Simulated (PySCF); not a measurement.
# C9H12: the cost of one run

The runs use PySCF 2.14.0, with density-fitted response routines of our own; the level of theory stands in each step. All values are computed, except where a source is named. Atoms count from 0, in the outputs and in this text.

## (1) Starting geometry

21 atoms, charge 0, multiplicity 1; geometry from: GFN2-xTB. The atoms were then displaced at random by about 0.01 Å, so the start is not that level's minimum.

Bonds of the start (Å): C0–C1 1.50, C1–C2 1.36, C2–C3 1.43, C3–C4 1.46, C4–C5 1.35, C3–C6 1.54, C6–C7 1.49, C7–C8 1.52, C5–C1 1.45, C7–C3 1.54, C0–H9 1.09, C0–H10 1.06, C0–H11 1.11, C2–H12 1.08, C4–H13 1.06, C5–H14 1.08, C6–H15 1.09, C6–H16 1.07, C7–H17 1.08, C8–H18 1.09, C8–H19 1.07, C8–H20 1.10.

## (2) Optimising the geometry at PBE0-D3(BJ)/def2-SVP

The job: settings as JSON, then the geometry in Å.

```
{"job": {"xc": "PBE0", "basis": "def2-SVP", "d3": "d3bj", "grid": 1, "shake": 0.01, "kind": "geom"}, "charge": 0, "multiplicity": 1}
C      2.977650     0.950860     0.456600
C      1.710820     0.260920     0.032550
C      0.480100     0.302140     0.605040
C     -0.383330    -0.566610    -0.136970
C      0.406610    -1.130850    -1.226020
C      1.647510    -0.619230    -1.111880
C     -1.497470    -1.386950     0.543470
C     -1.880800    -0.260310    -0.352540
C     -2.503720     1.001900     0.225150
H      3.315680     1.613510    -0.342660
H      3.734580     0.254770     0.692450
H      2.779770     1.590060     1.338270
H      0.190710     0.875120     1.476210
H      0.019760    -1.808080    -1.946540
H      2.484000    -0.841770    -1.752100
H     -1.610860    -1.239500     1.617200
H     -1.639540    -2.390570     0.204850
H     -2.278160    -0.525670    -1.324690
H     -3.589910     0.901230     0.223330
H     -2.182630     1.189140     1.224320
H     -2.251960     1.852160    -0.423030
```

On the command line:

```
$ OMP_NUM_THREADS=1 python probes_run.py task.json out
```

The driver reads the jobs from task.json and runs them one after another.

**Question.** How long does this first job take on 1 thread of Arm Neoverse N1, shared host, and how much memory does it need?

About 2.6 min, with a peak of 0.84 GiB.
